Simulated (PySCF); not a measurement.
Runs of PySCF 2.14.0 on FC3SH3. The cell holds a molecule in a box, 8 atoms: a = 13.000 Å, b = 14.000 Å, c = 12.000 Å, α = 90.00°, β = 90.00°, γ = 90.00°. 

| task | level | frozen core bands | conv_tol | exxdiv | grid for exchange and correlation | three-body dispersion term | gap on the mesh (eV) |
| --- | --- | --- | --- | --- | --- | --- | --- |
| excitation energies (Tamm-Dancoff) | PBE0 | 9 | 1e-08 Ha | ewald | Becke, atom-centred | - | (b) |
| MP2 correlation energy | HF | 9 | 1e-08 Ha | ewald | - | - | 11.61 |
| atomic charges | M06-L | - | 1e-07 Ha | - | Becke, atom-centred | - | (a) |
| atomic charges | r2SCAN0+D3(BJ) | - | 1e-07 Ha | ewald | Becke, atom-centred | no | 5.05 |
| atomic charges | r2SCAN50+D4 | - | 1e-07 Ha | ewald | Becke, atom-centred | yes | 7.14 |
| atomic charges | TPSSh+D3(BJ) | - | 1e-07 Ha | ewald | Becke, atom-centred | no | 3.73 |

Alike in all rows: potentials or basis cc-pvdz (all-electron); no spin polarisation; cell as given; k mesh 1 × 1 × 1; smearing fixed.

**Question.** Estimate the missing entries.

**Answer.** (a) 3.00; (b) 4.85.

Caveats: this is a molecule in a periodic box at the Γ point, so its band gap is the HOMO-LUMO gap; the basis of atomic orbitals isn't converged, which shifts pressures, moduli and gaps; the basis is small and the box finite, so much correlation energy is missing and levels can be off by tenths of an eV (some runs); the iterative solver can pass over a root and still report convergence (some runs).

Runs at the PBE level aren't shown here.
